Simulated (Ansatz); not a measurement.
# GeH (doublet): B2PLYP, RPA-PBE over a scan of the distance Ge1–H2, cc-pVTZ

Aim: run GeH (doublet) with these functionals over a scan of the distance Ge1–H2, and hold them against the top wave-function level at the same points.

The runs use Ansatz 0.2.0, Gaussian basis; cc-pVTZ, all electrons in the functionals, frozen cores in the correlation of double hybrids and RPA.

To be run: B2PLYP, RPA-PBE, at 1.312 Å; 1.434 Å; 1.601 Å; 1.784 Å; 1.946 Å; 2.265 Å; 2.550 Å; 2.918 Å; 3.483 Å; 4.372 Å; 5.486 Å.

19 further runs of the same task are left out: 13 that didn't finish, 6 set aside as unsound or not needed.

### 1 The geometry

The geometry derives from a PBE0/def2-TZVP stationary point (not a proven minimum). One bond is set to the value named and the two fragments are kept rigid. No spin-orbit coupling is included. The filled d shell of Ge may be among the frozen orbitals whatever the setting's name suggests; the logs give the count.

2 atoms, charge 0, spin multiplicity 2.

Atoms are counted from 1 here; the program's logs count them from 0.

Bond lengths: Ge1–H2 1.601 Å.

No dispersion term is added.

The geometry shown and the zero of energy belong to the point 1.601 Å. The yardstick, FCI, and other wave-function levels (R restricted, U unrestricted, valence and pair active spaces) come from earlier runs.

### 2 B2PLYP, 1.312 Å

Input file in.yaml:

```yaml
crystal:
  periodic: [false, false, false]
  atoms:
    - {symbol: Ge, position_ang: [0.000000, 0.000000, 0.000000]}
    - {symbol: H, position_ang: [0.000000, 0.000000, 1.312000]}
basis:
  gaussian: {orbitals: cc-pVTZ}
magnetization: {spin_polarized: true, initial_magnetization: 1}
hamiltonian: {xc: {name: B2PLYP}}
correlation: {electrons: outside_noble_gas}
```

Run with:

```sh
> ansatz run in.yaml --threads 1 --pin off --events-out ev --progress --plain --max-ram 2393MiB
```

After this run come: B2PLYP, 1.434 Å; B2PLYP, 1.601 Å; B2PLYP, 1.784 Å; B2PLYP, 1.946 Å; B2PLYP, 2.265 Å; B2PLYP, 2.550 Å; B2PLYP, 2.918 Å; B2PLYP, 3.483 Å; B2PLYP, 4.372 Å; B2PLYP, 5.486 Å; RPA-PBE, 1.312 Å; RPA-PBE, 1.434 Å; RPA-PBE, 1.601 Å; RPA-PBE, 1.784 Å; RPA-PBE, 1.946 Å; RPA-PBE, 2.265 Å; RPA-PBE, 2.550 Å; RPA-PBE, 2.918 Å; RPA-PBE, 3.483 Å; RPA-PBE, 4.372 Å; RPA-PBE, 5.486 Å.

Before running them: what should the planned runs give, taken together? Wanted: span of the FCI curve; largest miss, B2PLYP; largest miss, RPA-PBE.

The runs gave:

| quantity | value |
| --- | --- |
| span of the FCI curve | 66.1 kcal/mol |
| largest miss, B2PLYP | +4.6 kcal/mol (2.550 Å) |
| largest miss, RPA-PBE | -2.3 kcal/mol (5.486 Å) |

Of the functionals, RPA-PBE keep the smallest largest miss at the points compared (at most 2.3 kcal/mol) and B2PLYP strays most (4.6 kcal/mol, at 2.550 Å). B2PLYP, RPA-PBE clearly break the spin symmetry at some points (⟨S²⟩ up to 1.00 above the pure value), so energy there is bought with a mixed spin. Functionals and the yardstick converge differently with the basis, so part of each miss in cc-pVTZ is the basis.
